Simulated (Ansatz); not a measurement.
Task: a comparison of functionals at one structure of MnCo, space group Pm-3m, with the Ansatz DFT code, driven from Python. Give the script and its output. Settings (first run): PBEsol, PAW, cutoff 420 eV, 11×11×11 k-points, Fermi-Dirac smearing of 0.1 eV, collinear spin. The script varies functional: pbesol, blyp, lda.

```
CELL_PARAMETERS angstrom
2.85360 0.00000 0.00000
0.00000 2.85360 0.00000
0.00000 0.00000 2.85360
ATOMIC_POSITIONS crystal
Mn 0.00000 0.00000 0.00000
Co 0.50000 0.50000 0.50000
```

The script, `xc_mnco.py`:
```python
'''One structure of MnCo under several functionals.'''

import warnings

import ansatz


def main() -> None:
    warnings.simplefilter('ignore', ansatz.DeckWarning)

    structure = (
        ansatz.Lattice.cubic(2.8536)
        .space_group(221)
        .atom('Mn', (0.0, 0.0, 0.0))
        .atom('Co', (0.5, 0.5, 0.5))
        .moments(Mn=2.8, Co=1.8)
    )

    setup = (
        structure.calculation()
        .basis(420)
        .kpoints(11, 11, 11)
        .occupations(ansatz.OccupationsMethod.FERMI_DIRAC)
        .spin('collinear')
        .forces()
        .stress()
    )

    rows = []
    for value in ['pbesol', 'blyp', 'lda']:
        report = setup.functional(value).run().report
        rows.append((value, report['free_energy_ev'] / len(report['lattice']['sites']), report['n_iterations'], sum(report['stress_gpa'][i][i] for i in range(3)) / 3, max(abs(f) for row in report['forces_ev_ang'] for f in row), report['magnetization_mub'], report['n_kpoints']))

    print('  functional   F/atom (eV)    iterations       P (GPa)  max component (eV/A)  moment (muB)      k-points')
    for row in rows:
        print(f'{str(row[0]):>12s}  {row[1]:12.5f}  {row[2]:12d}  {row[3]:12.3f}  {row[4]:20.4f}  {row[5]:12.3f}  {row[6]:12d}')


if __name__ == '__main__':
    main()
```

Output of `python xc_mnco.py`:
```text
  functional   F/atom (eV)    iterations       P (GPa)  max component (eV/A)  moment (muB)      k-points
      pbesol   -4480.84076            12        -9.272                0.0000         4.027            56
        blyp   -4520.20692            14         8.260                0.0000         4.046            56
         lda   -4451.87246            12       -17.111                0.0000         4.001            56
```

From lowest to highest: LDA (-17.1 GPa), PBEsol (-9.3 GPa) and BLYP (8.3 GPa). At a fixed cell a lower pressure usually means a smaller equilibrium volume, so LDA prefers the smallest cell and BLYP the largest.

Caveats:
- The magnetic order follows from the starting moments and needn't be the lowest.
- BLYP can be off by several per cent in the lattices of metals, and by several GPa in the pressure at a fixed cell.
- The mesh is modest for a metal, so energies can be off by several to tens of meV an atom and pressures by half a GPa or more; differences at equal mesh fare better.
- The overall sign of a collinear moment is arbitrary, and semilocal functionals can give small moments to compounds that are paramagnetic.
- Forces vanish by symmetry here and test nothing.
- Pressure is positive in compression.
- The structure comes from a database of computed cells and needn't be a stable or known phase.
- Total energies of different functionals can't be compared; pressures, moments and gaps at this one structure can.
- Timing: 21 s on 1 thread of Arm Neoverse V1 (shared host), peak memory 0.42 GiB.
